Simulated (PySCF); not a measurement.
# MoCl4: ligand-field states

Wanted: ligand-field states for MoCl4.

Computed with PySCF 2.14.0 and routines of our own; the level stands in each step. Atoms count from 0.

## 1. The starting structure

5 atoms, charge 0, states of the metal's open shell are computed; geometry from: model geometry, bond lengths from ionic radii.

## 2. Ligand-field states: state-averaged CASSCF

What the job is given:

```
{"job": {"kind": "lf", "basis": {"metal": "x2c-TZVPall", "ligand": "x2c-SVPall"}, "nevpt": true}, "charge": 0, "metal": "Mo", "open_shell": "d2"}
Mo     0.000000     0.000000     0.000000
Cl     1.293264     1.293264     1.293265
Cl    -1.293264    -1.293264     1.293265
Cl    -1.293264     1.293264    -1.293265
Cl     1.293264    -1.293264    -1.293265
```

Level: state-averaged CASSCF of the metal d shell, SC-NEVPT2 on the averaged canonical orbitals, state-interaction spin-orbit coupling.

Command:

```
OMP_NUM_THREADS=1 python lf_run.py task.json out
```

This one command runs all jobs of the session in turn.

What it wrote, shortened:

```text
basis functions 135, electrons 110, active (2e, 5o)
stage 1: DIIS on the effective Fock matrix, level shift 0.30
cycle   1  E = -5887.9630176857  dE = -5.888e+03  max|g| = 8.729e-01
cycle   2  E = -5886.2874465486  dE =  1.676e+00  max|g| = 1.256e+00
cycle   3  E = -5887.9664116507  dE = -1.679e+00  max|g| = 9.910e-01
cycle   4  E = -5889.2822685685  dE = -1.316e+00  max|g| = 9.074e-02
cycle   5  E = -5889.3037327553  dE = -2.146e-02  max|g| = 5.788e-02
cycle   6  E = -5889.3100654088  dE = -6.333e-03  max|g| = 4.849e-02
cycle   7  E = -5889.3136900912  dE = -3.625e-03  max|g| = 1.114e-02
cycle   8  E = -5889.3136627069  dE =  2.738e-05  max|g| = 1.963e-02
cycle   9  E = -5889.3140493026  dE = -3.866e-04  max|g| = 6.466e-03
cycle  10  E = -5889.3140959687  dE = -4.667e-05  max|g| = 3.586e-03
[... 8 cycles left out ...]
cycle  19  E = -5889.3141148642  dE = -8.234e-09  max|g| = 1.206e-04
cycle  20  E = -5889.3141148690  dE = -4.783e-09  max|g| = 9.006e-05
cycle  21  E = -5889.3141148716  dE = -2.638e-09  max|g| = 6.746e-05
cycle  22  E = -5889.3141148731  dE = -1.505e-09  max|g| = 5.015e-05
cycle  23  E = -5889.3141148740  dE = -8.204e-10  max|g| = 3.738e-05
cycle  24  E = -5889.3141148744  dE = -4.293e-10  max|g| = 2.837e-05
cycle  25  E = -5889.3141148746  dE = -2.346e-10  max|g| = 2.188e-05
cycle  26  E = -5889.3141148748  dE = -1.455e-10  max|g| = 1.664e-05
cycle  27  E = -5889.3141148749  dE = -8.367e-11  max|g| = 1.264e-05
cycle  28  E = -5889.3141148749  dE = -5.184e-11  max|g| = 9.565e-06
converged average energy = -5889.3141148749

 mult deg   label        CASSCF/cm-1   NEVPT2/cm-1
   3   1   3A2                 0.0           0.0
   1   2   1E               9384.8        7833.8
   3   3   3T2             11202.6       11926.2
   1   1   1A1             16549.3       13922.7
   3   3   3T1             16091.7       15867.8
   1   3   1T2             20264.7       19250.5
   1   3   1T1             21815.3       20358.4
   3   3   3T1             25483.5       24962.8
   1   2   1E              30145.2       29306.2
   1   3   1T2             32798.5       31217.2
   1   1   1A1             45254.8       39899.8

spin-orbit levels / cm-1
      0.00  x3  3A2 0.99
   7691.21  x2  1E 0.96 3T2 0.03
  11864.55  x1  3T2 1.00
  11925.18  x3  3T2 0.98
  12041.30  x2  3T2 0.99
  12041.32  x1  3T2 0.99
  12114.00  x1  3T2 0.95 1E 0.04
  12114.01  x1  3T2 0.95 1E 0.04
  13777.04  x1  1A1 0.91 3T1 0.08
  15778.79  x2  3T1 0.99
  15778.80  x1  3T1 0.99
  15858.11  x1  3T1 0.97
  15858.12  x1  3T1 0.97
  16131.42  x2  3T1 0.99
  16131.43  x1  3T1 0.99
  16464.80  x1  3T1 0.91 1A1 0.08
  19254.27  x1  1T2 0.98
  19254.29  x2  1T2 0.98
  20430.20  x1  1T1 0.99
  20430.23  x2  1T1 0.99
  24833.44  x1  3T1 0.99
  24994.59  x3  3T1 0.99
  25211.54  x1  3T1 0.99
  25211.55  x1  3T1 0.99
  25279.77  x3  3T1 0.98
  29442.51  x1  1E 1.00
  29442.54  x1  1E 1.00
  31345.38  x2  1T2 1.00
  31345.40  x1  1T2 1.00
  40060.04  x1  1A1 1.00
```

It took 13 s on 1 thread of Arm Neoverse V1, shared host; peak memory 0.34 GiB.

Warnings kept with the result: strongly covalent, metal-shell active space is small for this complex.

In short:

```
             quantity     value
spin-orbit constant ζ  552 cm⁻¹
```

Powder susceptibility:

```
T (K)  χT (cm³ K/mol)  μ(eff)
    2           0.864    2.63
    5           0.865    2.63
   10           0.865    2.63
   20           0.866    2.63
   30           0.867    2.63
   50           0.868    2.63
   75           0.870    2.64
  100           0.872    2.64
  150           0.875    2.65
  200           0.879    2.65
  250           0.883    2.66
  300           0.887    2.66
```

## 3. Ligand-field states: state-averaged CASSCF (bond length × 0.92)

What the job is given:

```
{"job": {"kind": "lf", "basis": {"metal": "x2c-TZVPall", "ligand": "x2c-SVPall"}, "nevpt": true, "reuse": true}, "charge": 0, "metal": "Mo", "open_shell": "d2"}
Mo     0.000000     0.000000     0.000000
Cl     1.189803     1.189803     1.189804
Cl    -1.189803    -1.189803     1.189804
Cl    -1.189803     1.189803    -1.189804
Cl     1.189803    -1.189803    -1.189804
```

With the program's defaults for keys left out, this is: state-averaged CASSCF of the metal d shell, SC-NEVPT2 on the averaged canonical orbitals, state-interaction spin-orbit coupling.

What it wrote:

```text
basis functions 135, electrons 110, active (2e, 5o)
start from the orbitals of the previous structure
stage 1: DIIS on the effective Fock matrix, level shift 0.30
cycle   1  E = -5885.4842152319  dE = -5.885e+03  max|g| = 5.257e+00
cycle   2  E = -5888.9443426013  dE = -3.460e+00  max|g| = 5.135e-01
cycle   3  E = -5889.0841264786  dE = -1.398e-01  max|g| = 3.221e-01
cycle   4  E = -5889.2131404914  dE = -1.290e-01  max|g| = 5.710e-02
cycle   5  E = -5889.2185348606  dE = -5.394e-03  max|g| = 2.162e-02
cycle   6  E = -5889.2193061037  dE = -7.712e-04  max|g| = 1.128e-02
cycle   7  E = -5889.2195016604  dE = -1.956e-04  max|g| = 6.655e-03
cycle   8  E = -5889.2195379353  dE = -3.627e-05  max|g| = 3.714e-03
cycle   9  E = -5889.2195463396  dE = -8.404e-06  max|g| = 1.985e-03
cycle  10  E = -5889.2195483311  dE = -1.991e-06  max|g| = 1.028e-03
cycle  11  E = -5889.2195488054  dE = -4.743e-07  max|g| = 5.211e-04
cycle  12  E = -5889.2195489111  dE = -1.057e-07  max|g| = 2.567e-04
cycle  13  E = -5889.2195489348  dE = -2.370e-08  max|g| = 1.252e-04
cycle  14  E = -5889.2195489402  dE = -5.383e-09  max|g| = 6.104e-05
cycle  15  E = -5889.2195489416  dE = -1.391e-09  max|g| = 2.954e-05
cycle  16  E = -5889.2195489419  dE = -3.229e-10  max|g| = 1.427e-05
cycle  17  E = -5889.2195489420  dE = -7.549e-11  max|g| = 6.899e-06
converged average energy = -5889.2195489420

 mult deg   label        CASSCF/cm-1   NEVPT2/cm-1
   3   1   3A2                 0.0           0.0
   1   2   1E               8363.8        6902.9
   1   1   1A1             15197.8       12497.0
   3   3   3T2             13999.5       14340.0
   3   3   3T1             18705.4       17731.0
   1   3   1T2             22612.6       20940.9
   1   3   1T1             23202.2       21416.6
   3   3   3T1             30574.1       29487.2
   1   2   1E              34427.1       32781.1
   1   3   1T2             37784.7       35132.3
   1   1   1A1             47861.9       42061.8

spin-orbit levels / cm-1
      0.00  x3  3A2 1.00
   6847.18  x2  1E 0.99
  12456.03  x1  1A1 0.98
  14358.90  x1  3T2 1.00
  14377.55  x2  3T2 0.99
  14377.57  x1  3T2 0.99
  14398.08  x2  3T2 1.00
  14398.10  x1  3T2 1.00
  14422.84  x1  3T2 0.98
  14422.86  x1  3T2 0.98
  17656.23  x2  3T1 1.00
  17656.25  x1  3T1 1.00
  17692.84  x1  3T1 0.99
  17692.86  x1  3T1 0.99
  17910.31  x2  3T1 1.00
  17910.33  x1  3T1 1.00
  18075.57  x1  3T1 0.98
  20965.42  x1  1T2 0.99
  20965.45  x2  1T2 0.99
  21461.84  x1  1T1 1.00
  21461.88  x2  1T1 1.00
  29353.86  x1  3T1 1.00
  29479.73  x1  3T1 1.00
  29479.75  x2  3T1 1.00
  29692.44  x1  3T1 0.99
  29692.46  x1  3T1 0.99
  29722.29  x1  3T1 0.99
  29722.30  x2  3T1 0.99
  32880.94  x1  1E 1.00
  32880.98  x1  1E 1.00
```

Wall time 7.5 s (1 thread of Arm Neoverse V1, shared host); peak memory 0.34 GiB.

Warnings kept with the result: strongly covalent, metal-shell active space is small for this complex.

From this job:

```
             quantity     value
spin-orbit constant ζ  464 cm⁻¹
```

Powder susceptibility:

```
T (K)  χT (cm³ K/mol)  μ(eff)
    2           0.915    2.71
   20           0.916    2.71
  100           0.919    2.71
  300           0.928    2.72
```

## 4. Ligand-field states: state-averaged CASSCF (bond length × 0.96)

What the job is given:

```
{"job": {"kind": "lf", "basis": {"metal": "x2c-TZVPall", "ligand": "x2c-SVPall"}, "nevpt": true, "reuse": true}, "charge": 0, "metal": "Mo", "open_shell": "d2"}
Mo     0.000000     0.000000     0.000000
Cl     1.241534     1.241534     1.241534
Cl    -1.241534    -1.241534     1.241534
Cl    -1.241534     1.241534    -1.241534
Cl     1.241534    -1.241534    -1.241534
```

Level: state-averaged CASSCF of the metal d shell, SC-NEVPT2 on the averaged canonical orbitals, state-interaction spin-orbit coupling.

What it wrote:

```text
basis functions 135, electrons 110, active (2e, 5o)
start from the orbitals of the previous structure
stage 1: DIIS on the effective Fock matrix, level shift 0.30
cycle   1  E = -5888.0730716667  dE = -5.888e+03  max|g| = 3.617e+00
cycle   2  E = -5889.2331161542  dE = -1.160e+00  max|g| = 3.076e-01
cycle   3  E = -5889.2779747849  dE = -4.486e-02  max|g| = 5.685e-02
cycle   4  E = -5889.2793710687  dE = -1.396e-03  max|g| = 7.497e-02
cycle   5  E = -5889.2846319059  dE = -5.261e-03  max|g| = 3.530e-02
cycle   6  E = -5889.2859900234  dE = -1.358e-03  max|g| = 7.143e-03
cycle   7  E = -5889.2860535515  dE = -6.353e-05  max|g| = 4.038e-03
cycle   8  E = -5889.2860679101  dE = -1.436e-05  max|g| = 2.344e-03
cycle   9  E = -5889.2860710187  dE = -3.109e-06  max|g| = 1.286e-03
cycle  10  E = -5889.2860719541  dE = -9.354e-07  max|g| = 6.829e-04
cycle  11  E = -5889.2860722017  dE = -2.476e-07  max|g| = 3.501e-04
cycle  12  E = -5889.2860722601  dE = -5.839e-08  max|g| = 1.746e-04
cycle  13  E = -5889.2860722733  dE = -1.317e-08  max|g| = 8.580e-05
cycle  14  E = -5889.2860722764  dE = -3.137e-09  max|g| = 4.174e-05
cycle  15  E = -5889.2860722772  dE = -7.667e-10  max|g| = 2.017e-05
cycle  16  E = -5889.2860722774  dE = -1.965e-10  max|g| = 9.665e-06
converged average energy = -5889.2860722774

 mult deg   label        CASSCF/cm-1   NEVPT2/cm-1
   3   1   3A2                 0.0           0.0
   1   2   1E               8925.5        7404.5
   3   3   3T2             12533.4       13039.4
   1   1   1A1             15980.6       13283.4
   3   3   3T1             17390.8       16744.1
   1   3   1T2             21385.9       20042.9
   1   3   1T1             22506.8       20858.7
   3   3   3T1             27833.1       27056.3
   1   2   1E              32174.6       30930.0
   1   3   1T2             35161.4       33051.0
   1   1   1A1             46504.3       40918.6

spin-orbit levels / cm-1
      0.00  x3  3A2 0.99
   7314.74  x2  1E 0.98
  13012.04  x1  3T2 1.00
  13054.91  x3  3T2 0.99
  13129.41  x3  3T2 1.00
  13169.81  x2  3T2 0.97
  13207.20  x1  1A1 0.96 3T1 0.04
  16667.91  x3  3T1 0.99
  16723.86  x2  3T1 0.98
  16959.33  x3  3T1 0.99
  17184.74  x1  3T1 0.96 1A1 0.04
  20059.95  x3  1T2 0.99
  20917.35  x3  1T1 0.99
  26944.33  x1  3T1 0.99
  27077.56  x3  3T1 0.99
  27276.28  x2  3T1 0.99
  27320.85  x3  3T1 0.99
  31047.37  x2  1E 1.00
  33160.57  x3  1T2 1.00
  41051.31  x1  1A1 1.00
```

It took 7.4 s on 1 thread of Arm Neoverse V1, shared host; peak memory 0.34 GiB.

Warnings kept with the result: strongly covalent, metal-shell active space is small for this complex.

Key values:

```
             quantity     value
spin-orbit constant ζ  513 cm⁻¹
```

Powder susceptibility:

```
T (K)  χT (cm³ K/mol)  μ(eff)
    2           0.890    2.67
   20           0.891    2.67
  100           0.896    2.68
  300           0.907    2.69
```

## 5. Ligand-field states: state-averaged CASSCF (bond length × 1.04)

What the job is given:

```
{"job": {"kind": "lf", "basis": {"metal": "x2c-TZVPall", "ligand": "x2c-SVPall"}, "nevpt": true, "reuse": true}, "charge": 0, "metal": "Mo", "open_shell": "d2"}
Mo     0.000000     0.000000     0.000000
Cl     1.344995     1.344995     1.344996
Cl    -1.344995    -1.344995     1.344996
Cl    -1.344995     1.344995    -1.344996
Cl     1.344995    -1.344995    -1.344996
```

Level: state-averaged CASSCF of the metal d shell, SC-NEVPT2 on the averaged canonical orbitals, state-interaction spin-orbit coupling.

What it wrote:

```text
basis functions 135, electrons 110, active (2e, 5o)
start from the orbitals of the previous structure
stage 1: DIIS on the effective Fock matrix, level shift 0.30
cycle   1  E = -5886.7976664198  dE = -5.887e+03  max|g| = 3.955e+00
cycle   2  E = -5889.1906957059  dE = -2.393e+00  max|g| = 3.769e-01
cycle   3  E = -5889.2890334694  dE = -9.834e-02  max|g| = 1.088e-01
cycle   4  E = -5889.2910910329  dE = -2.058e-03  max|g| = 1.346e-01
cycle   5  E = -5889.3061068911  dE = -1.502e-02  max|g| = 8.542e-02
cycle   6  E = -5889.3137761968  dE = -7.669e-03  max|g| = 2.705e-02
cycle   7  E = -5889.3146668107  dE = -8.906e-04  max|g| = 1.105e-02
cycle   8  E = -5889.3147934016  dE = -1.266e-04  max|g| = 8.288e-03
cycle   9  E = -5889.3148421365  dE = -4.873e-05  max|g| = 6.263e-03
cycle  10  E = -5889.3148676592  dE = -2.552e-05  max|g| = 4.185e-03
...
cycle  29  E = -5889.3148872257  dE = -1.686e-09  max|g| = 5.529e-05
cycle  30  E = -5889.3148872265  dE = -8.431e-10  max|g| = 4.510e-05
cycle  31  E = -5889.3148872271  dE = -5.220e-10  max|g| = 3.726e-05
cycle  32  E = -5889.3148872274  dE = -3.456e-10  max|g| = 3.090e-05
cycle  33  E = -5889.3148872276  dE = -2.292e-10  max|g| = 2.605e-05
cycle  34  E = -5889.3148872278  dE = -1.573e-10  max|g| = 2.202e-05
cycle  35  E = -5889.3148872279  dE = -1.191e-10  max|g| = 1.851e-05
cycle  36  E = -5889.3148872280  dE = -7.640e-11  max|g| = 1.558e-05
cycle  37  E = -5889.3148872280  dE = -6.003e-11  max|g| = 1.300e-05
cycle  38  E = -5889.3148872281  dE = -4.911e-11  max|g| = 1.073e-05
cycle  39  E = -5889.3148872281  dE = -2.183e-11  max|g| = 9.005e-06
converged average energy = -5889.3148872281

 mult deg   label        CASSCF/cm-1   NEVPT2/cm-1
   3   1   3A2                 0.0           0.0
   1   2   1E               9761.6        8203.1
   3   3   3T2             10037.8       11013.7
   1   1   1A1             16958.2       14446.9
   3   3   3T1             14859.2       15119.1
   1   3   1T2             19268.4       18584.1
   1   3   1T1             21161.5       19934.2
   3   3   3T1             23535.2       23233.4
   1   2   1E              28357.2       27918.7
   1   3   1T2             30741.7       29661.9
   1   1   1A1             44141.1       39010.5

spin-orbit levels / cm-1
      0.00  x3  3A2 0.99
   7978.54  x2  1E 0.92 3T2 0.07
  10927.81  x1  3T2 1.00
  11001.25  x3  3T2 0.98
  11148.49  x3  3T2 0.99
  11282.18  x1  3T2 0.91 1E 0.07
  11282.19  x1  3T2 0.91 1E 0.07
  14153.64  x1  1A1 0.79 3T1 0.21
  15010.48  x3  3T1 0.99
  15114.58  x1  3T1 0.96
  15114.59  x1  3T1 0.96
  15436.96  x3  3T1 0.99
  15964.19  x1  3T1 0.78 1A1 0.21
  18568.30  x2  1T2 0.97
  18568.31  x1  1T2 0.97
  20015.96  x1  1T1 0.98
  20015.99  x2  1T1 0.98
  23061.85  x1  3T1 0.99
  23264.47  x2  3T1 0.98
  23264.49  x1  3T1 0.98
  23519.24  x2  3T1 0.99
  23619.02  x2  3T1 0.97
  23619.03  x1  3T1 0.97
  28073.01  x1  1E 0.99
  28073.04  x1  1E 0.99
  29806.75  x1  1T2 1.00
  29806.78  x2  1T2 1.00
  39195.63  x1  1A1 1.00
```

Run time: 13 s. Hardware: 1 thread of Arm Neoverse V1, shared host; peak memory 0.34 GiB.

Warnings kept with the result: strongly covalent, metal-shell active space is small for this complex.

From this job:

```
             quantity     value
spin-orbit constant ζ  581 cm⁻¹
```

Powder susceptibility:

```
T (K)  χT (cm³ K/mol)  μ(eff)
    2           0.840    2.59
   20           0.842    2.59
  100           0.849    2.61
  300           0.867    2.63
```

## 6. Ligand-field states: state-averaged CASSCF (bond length × 1.08)

What the job is given:

```
{"job": {"kind": "lf", "basis": {"metal": "x2c-TZVPall", "ligand": "x2c-SVPall"}, "nevpt": true, "reuse": true}, "charge": 0, "metal": "Mo", "open_shell": "d2"}
Mo     0.000000     0.000000     0.000000
Cl     1.396726     1.396726     1.396726
Cl    -1.396726    -1.396726     1.396726
Cl    -1.396726     1.396726    -1.396726
Cl     1.396726    -1.396726    -1.396726
```

With the program's defaults for keys left out, this is: state-averaged CASSCF of the metal d shell, SC-NEVPT2 on the averaged canonical orbitals, state-interaction spin-orbit coupling.

What it wrote:

```text
basis functions 135, electrons 110, active (2e, 5o)
start from the orbitals of the previous structure
stage 1: DIIS on the effective Fock matrix, level shift 0.30
cycle   1  E = -5888.8898068992  dE = -5.889e+03  max|g| = 1.609e+00
cycle   2  E = -5889.2745637883  dE = -3.848e-01  max|g| = 1.278e-01
cycle   3  E = -5889.2881914450  dE = -1.363e-02  max|g| = 7.445e-02
cycle   4  E = -5889.2932252127  dE = -5.034e-03  max|g| = 4.962e-02
cycle   5  E = -5889.2946130091  dE = -1.388e-03  max|g| = 4.078e-02
cycle   6  E = -5889.2960587378  dE = -1.446e-03  max|g| = 1.977e-02
cycle   7  E = -5889.2964611458  dE = -4.024e-04  max|g| = 8.871e-03
cycle   8  E = -5889.2965186148  dE = -5.747e-05  max|g| = 6.072e-03
cycle   9  E = -5889.2965412702  dE = -2.266e-05  max|g| = 4.647e-03
cycle  10  E = -5889.2965542752  dE = -1.301e-05  max|g| = 3.280e-03
...
cycle  34  E = -5889.2965659326  dE = -5.541e-09  max|g| = 2.105e-04
cycle  35  E = -5889.2965659357  dE = -3.075e-09  max|g| = 2.011e-04
cycle  36  E = -5889.2965659393  dE = -3.563e-09  max|g| = 1.926e-04
cycle  37  E = -5889.2965659414  dE = -2.156e-09  max|g| = 1.858e-04
cycle  38  E = -5889.2965659471  dE = -5.633e-09  max|g| = 1.652e-04
cycle  39  E = -5889.2965659515  dE = -4.475e-09  max|g| = 1.497e-04
cycle  40  E = -5889.2965659513  dE =  2.065e-10  max|g| = 1.517e-04
stage 2: quasi-Newton rotations from the point of smallest gradient
cycle  43  E = -5889.2965659640  dE = -1.250e-08  max|g| = 8.035e-05
cycle  44  E = -5889.2965659710  dE = -6.973e-09  max|g| = 1.378e-05
cycle  45  E = -5889.2965659719  dE = -8.913e-10  max|g| = 6.769e-06
converged average energy = -5889.2965659719

 mult deg   label        CASSCF/cm-1   NEVPT2/cm-1
   3   1   3A2                 0.0           0.0
   1   2   1E              10075.2        8526.4
   3   3   3T2              9049.4       10320.4
   3   3   3T1             13737.9       14527.8
   1   1   1A1             17259.0       14893.4
   1   3   1T2             18404.6       18069.6
   1   3   1T1             20567.5       19613.5
   3   3   3T1             21963.2       21897.9
   1   2   1E              26817.9       26792.6
   1   3   1T2             29006.2       28421.8
   1   1   1A1             43178.5       38271.3

spin-orbit levels / cm-1
      0.00  x3  3A2 0.99
   8179.02  x2  1E 0.84 3T2 0.13
  10217.85  x1  3T2 1.00
  10300.21  x3  3T2 0.98
  10470.31  x3  3T2 0.99
  10706.26  x2  3T2 0.84 1E 0.14
  14303.27  x1  1A1 0.53 3T1 0.47
  14397.63  x3  3T1 0.98
  14525.94  x2  3T1 0.95
  14898.37  x3  3T1 0.98
  15769.34  x1  3T1 0.52 1A1 0.47
  18029.42  x3  1T2 0.95 3T1 0.04
  19698.97  x3  1T1 0.97
  21673.48  x1  3T1 0.99
  21925.11  x3  3T1 0.97
  22221.74  x2  3T1 0.99
  22357.84  x3  3T1 0.95 1T2 0.04
  26962.68  x2  1E 0.99
  28580.36  x3  1T2 1.00
  38477.38  x1  1A1 0.99
```

It took 14 s on 1 thread of Arm Neoverse V1, shared host; peak memory 0.34 GiB.

Warnings kept with the result: strongly covalent, metal-shell active space is small for this complex.

In short:

```
             quantity     value
spin-orbit constant ζ  602 cm⁻¹
```

Powder susceptibility:

```
T (K)  χT (cm³ K/mol)  μ(eff)
    2           0.819    2.56
   20           0.820    2.56
  100           0.829    2.58
  300           0.850    2.61
```

## 7. Ligand field across the series

From the NEVPT2 states (cm⁻¹; the spread is that of the fitted one-electron ligand-field levels):

```
step             setting  ground state  next state  orbital spread  Racah B    ζ  μ(eff), 300 K
   2            as given           3A2  1E at 7834           10836      505  552           2.66
   3  bond length × 0.92           3A2  1E at 6903           13624      423  464           2.72
   4  bond length × 0.96           3A2  1E at 7404           12152      469  513           2.69
   5  bond length × 1.04           3A2  1E at 8203            9716      531  581           2.63
   6  bond length × 1.08           3A2  1E at 8526            8826      547  602           2.61
```

## 8. Summary of results

```
                                                         quantity       value
            spin-orbit constant ζ (step 2, state-averaged CASSCF)    552 cm⁻¹
ground multiplicity, μ(eff) at 300 K (step 2, 4 donors at 2.24 Å)  3, 2.66 μB
ground multiplicity, μ(eff) at 300 K (step 3, 4 donors at 2.06 Å)  3, 2.72 μB
ground multiplicity, μ(eff) at 300 K (step 4, 4 donors at 2.15 Å)  3, 2.69 μB
ground multiplicity, μ(eff) at 300 K (step 5, 4 donors at 2.33 Å)  3, 2.63 μB
ground multiplicity, μ(eff) at 300 K (step 6, 4 donors at 2.42 Å)  3, 2.61 μB
```

In step 2, χT goes from 0.86 at 2 K to 0.89 cm³ K/mol at 300 K: nearly flat, so one level governs the whole range. In step 3 ζ is 52 % of the free ion's 885 cm⁻¹: an effective value, diluted by mixing with the ligands. The spread of the ligand-field levels runs from 8826 cm⁻¹ (bond length × 1.08) to 13624 cm⁻¹ (bond length × 0.92); μ(eff) at 300 K: 2.61 to 2.72 μB. The bonding is strongly covalent, and an active space of the metal's shell alone is small for it, so these values are rough.
